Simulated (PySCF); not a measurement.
# H12Si6: the cost of one run

Computed with PySCF 2.14.0, with density-fitted response routines of our own, on a single molecule in the gas phase. Atoms count from 0, in the outputs and in this text.

## 1. The starting structure

18 atoms, charge 0, multiplicity 1; geometry from: GFN2-xTB. The atoms were then displaced at random by about 0.03 Å, so the start is not that level's minimum.

Bonds of the start (Å): Si0–Si1 2.27, Si1–Si2 2.29, Si2–Si3 2.27, Si3–Si4 2.44, Si4–Si5 2.35, Si5–Si0 2.28, Si0–H6 1.46, Si0–H7 1.55, Si1–H8 1.46, Si1–H9 1.51, Si2–H10 1.44, Si2–H11 1.56, Si3–H12 1.34, Si3–H13 1.53, Si4–H14 1.50, Si4–H15 1.40, Si5–H16 1.48, Si5–H17 1.47.

## 2. Optimising the geometry at PBE0-D3(BJ)/def2-SVP

Job settings and geometry (Å):

```
{"job": {"xc": "PBE0", "basis": "def2-SVP", "d3": "d3bj", "grid": 1, "shake": 0.03, "kind": "geom"}, "charge": 0, "multiplicity": 1}
Si    -1.275640     1.297750    -1.188020
Si     0.759060     2.046970    -0.512810
Si     2.177660     0.281200    -0.161530
Si     1.418840    -1.358390     1.207630
Si    -0.775870    -2.092030     0.439510
Si    -2.245110    -0.281800     0.139430
H     -1.198680     0.846200    -2.572650
H     -2.212970     2.525300    -1.359170
H      1.346450     3.081430    -1.353550
H      0.616970     2.795710     0.787020
H      2.545270    -0.321890    -1.411670
H      3.561360     0.747460     0.381290
H      2.155940    -2.460520     1.390130
H      1.114140    -0.804650     2.596330
H     -1.356610    -3.150530     1.328280
H     -0.590460    -2.718320    -0.796990
H     -2.539110     0.327060     1.453540
H     -3.575090    -0.731380    -0.312350
```

Launch:

```console
$ OMP_NUM_THREADS=1 python probes_run.py task.json out
```

This one command runs all jobs of the session in turn.

**Question.** How long does this first job take on 1 thread of Intel Xeon Platinum 8259CL at 2.50GHz, shared host, and how much memory does it need?

About 5.3 min, with a peak of 0.72 GiB.
